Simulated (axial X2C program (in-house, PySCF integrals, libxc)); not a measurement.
# A two-component session on PdCa⁺: EOM-IP-CCSD levels

Aim: EOM-IP-CCSD levels of PdCa⁺, with spin–orbit coupling in the Hamiltonian from the start.

The runs use an in-house X2C program for linear molecules on PySCF integrals; two-component X2C with atomic mean-field terms, Pd dyall-cv3z, Ca dyall-cv3z.

All values are calculated.

## (1) The job

Input file task.json:

```json
{"zs": [46, 20], "q": 1, "bas": ["dyall-cv3z", "dyall-cv3z"], "r0": 2.91, "eom": "ip", "rq": 0, "thr": -2.0, "nmax": 95, "grid": [1, 0.96, 1.045, 0.92, 1.09, 1.15]}
```

Keys: zs atomic numbers; q charge; bas basis sets; r0 starting distance in Å; eom kind of EOM run; thr threshold in hartree for freezing inner shells (an s shell follows its p shell); nmax most natural virtual spinors; grid distances as factors.

On the command line:

```bash
> python soeom.py task.json out
```

Further steps of the session: EOM-IP-CCSD at 2.356 Å.

What does the calculation give? Wanted: next root led by one particle; T1 of the reference; lowest state, Re and ωe.

The runs gave:

| quantity | value |
| --- | --- |
| lowest root at 2.356 Å | Ω = 1/2, 6.179 eV |
| next root led by one particle | Ω = 5/2, about 13780 cm⁻¹ higher |
| T1 of the reference | 0.034 |
| lowest state, Re and ωe | 2.459 Å, 229.0 cm⁻¹ |

**Reading.** Removing an electron from the reference determinant of PdCa costs 6.18 eV and empties a spinor of 61% Ca sσ, 29% Pd sσ, 7% Pd pσ. Errors of 0.1 to 0.3 eV are usual at this size, and roots led by higher excitations are left out, so the list is incomplete, and low states of that kind can be missing. T1 or the largest double amplitude of the reference is raised, which lowers the reliability. The bond is 0.036 Å longer than in the closed-shell reference at CCSD (2.423 Å).
